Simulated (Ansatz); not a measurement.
**Li (Lithium): a relaxation**

The task is a relaxation on Li (Lithium).

Method: DFT, PBEsol, PAW with Ansatz's default frozen-core files, scalar-relativistic; relaxation of cell and atoms, in Ansatz 0.2.0.

1 further run of the same task is left out (set aside as unsound or not needed).

## Step 1: The starting structure

Symmetry: Im-3m, No. 229, cubic system. Conventional cell: a = 3.509 Å, b = 3.509 Å, c = 3.509 Å, α = 90.00°, β = 90.00°, γ = 90.00°. Li (site symmetry m-3m) is surrounded by 8 Li at 3.04 Å.

Structure file:

```cif
data_structure
_symmetry_space_group_name_H-M 'Im-3m'
_symmetry_Int_Tables_number 229
_cell_length_a 3.5093
_cell_length_b 3.5093
_cell_length_c 3.5093
_cell_angle_alpha 90.000
_cell_angle_beta 90.000
_cell_angle_gamma 90.000
_cell_volume 43.22
loop_
_atom_site_label
_atom_site_type_symbol
_atom_site_symmetry_multiplicity
_atom_site_Wyckoff_symbol
_atom_site_fract_x
_atom_site_fract_y
_atom_site_fract_z
_atom_site_occupancy
Li1 Li 2 a 0.00000 0.00000 0.00000 1
```

## Step 2: The calculation

Contents of input.yaml:

```yaml
crystal:
  lattice:
    - [-1.75465, 1.75465, 1.75465]
    - [1.75465, -1.75465, 1.75465]
    - [1.75465, 1.75465, -1.75465]
  atoms:
    - { symbol: Li, position: [0.0, 0.0, 0.0] }
kpoints:
  mp_grid: { grid: [22, 22, 22] }
scf:
  occupations: { method: fermi_dirac, width: 0.1 }
  max_iter: 80
hamiltonian:
  xc: pbesol
  pseudopotentials: { kind: paw }
relax:
  f_tol: 0.002
  max_steps: 80
  cell: {}
output:
  forces: true
  stress: true
  write_density: true
  write_potential: true
  elf: true
  volumetric_format: npy
basis:
  ecutrho_ratio: 2
```

Started as:

```sh
$ ansatz run input.yaml --threads 1 --pin off --max-ram 2560MiB --backend cpu --events-out ev --progress --plain --runs-dir out
```

**Question.** How will this run end, and is anything wrong with its input?

This run ends as converged, with warnings (cutoff below recommended). Its log warns: «basis.ecutrho_ratio = 2 (ecutrho = 840 eV) is below the records' recommended 1680 eV»

Look at the input: basis.ecutrho_ratio is 2. The risk: density grid too coarse. The run converged, but that does not make its result sound.

To check: delete basis.ecutrho_ratio (the default then holds).
